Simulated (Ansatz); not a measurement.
# AlBH8Si2: the cost of one run

Method: RKS B3LYP-D4/def2-SVP, in Ansatz 0.2.0.

### Step 1. The system as given

Bond lengths: Si1–B2 1.895 Å, B2–Al3 2.037 Å, Al3–Si4 2.420 Å, Si1–H5 1.481 Å, Si1–H6 1.541 Å, Si1–H7 1.485 Å, B2–H8 1.149 Å, Al3–H9 1.637 Å, Si4–H10 1.435 Å, Si4–H11 1.496 Å, Si4–H12 1.434 Å. Angles (14 of 18 angles, heavy atoms first): Si1–B2–Al3 117.8°, B2–Al3–Si4 121.0°, Si1–B2–H8 122.1°, Al3–B2–H8 120.1°, B2–Si1–H5 111.9°, B2–Si1–H6 109.3°, B2–Si1–H7 111.5°, B2–Al3–H9 120.1°, Si4–Al3–H9 118.8°, Al3–Si4–H10 107.5°, Al3–Si4–H11 103.8°, Al3–Si4–H12 109.4°, H5–Si1–H6 107.1°, H5–Si1–H7 109.9°.

Coordinates:

```xyz
12

Si   -1.5189    1.3379   -0.3273
B    -1.2454    0.1580    1.1296
Al    0.3905   -1.0543    1.0755
Si    1.9755   -0.9277   -0.7493
H    -1.6982    0.6083   -1.6040
H    -2.8035    2.1538   -0.0877
H    -0.4064    2.3133   -0.4533
H    -1.9529    0.1315    2.0350
H     0.7132   -2.0519    2.3321
H     2.4397    0.4283   -0.8245
H     1.1598   -1.2690   -1.9564
H     3.0237   -1.8832   -0.5357
```

### Step 2. Relaxing end A

Input file input.yaml:

```yaml
crystal:
  periodic: [false, false, false]
  atoms:
    - { symbol: Si, position_ang: [-1.5189, 1.3379, -0.3273] }
    - { symbol: B, position_ang: [-1.2454, 0.158, 1.1296] }
    - { symbol: Al, position_ang: [0.3905, -1.0543, 1.0755] }
    - { symbol: Si, position_ang: [1.9755, -0.9277, -0.7493] }
    - { symbol: H, position_ang: [-1.6982, 0.6083, -1.604] }
    - { symbol: H, position_ang: [-2.8035, 2.1538, -0.0877] }
    - { symbol: H, position_ang: [-0.4064, 2.3133, -0.4533] }
    - { symbol: H, position_ang: [-1.9529, 0.1315, 2.035] }
    - { symbol: H, position_ang: [0.7132, -2.0519, 2.3321] }
    - { symbol: H, position_ang: [2.4397, 0.4283, -0.8245] }
    - { symbol: H, position_ang: [1.1598, -1.269, -1.9564] }
    - { symbol: H, position_ang: [3.0237, -1.8832, -0.5357] }
basis:
  gaussian: { orbitals: def2-SVP }
hamiltonian:
  xc: b3lyp
  dispersion: d4
relax:
  f_tol: 0.02
  max_steps: 50
output:
  orbitals: {}
```

Command:

```
$ ansatz run input.yaml --threads 2 --pin off --max-ram 3072MiB --backend cpu --events-out ev --progress --plain --runs-dir out
```

Q: Estimate wall time and peak memory on 2 threads of Arm Neoverse V2, shared host.

About 65 s, with a peak of 0.23 GiB.
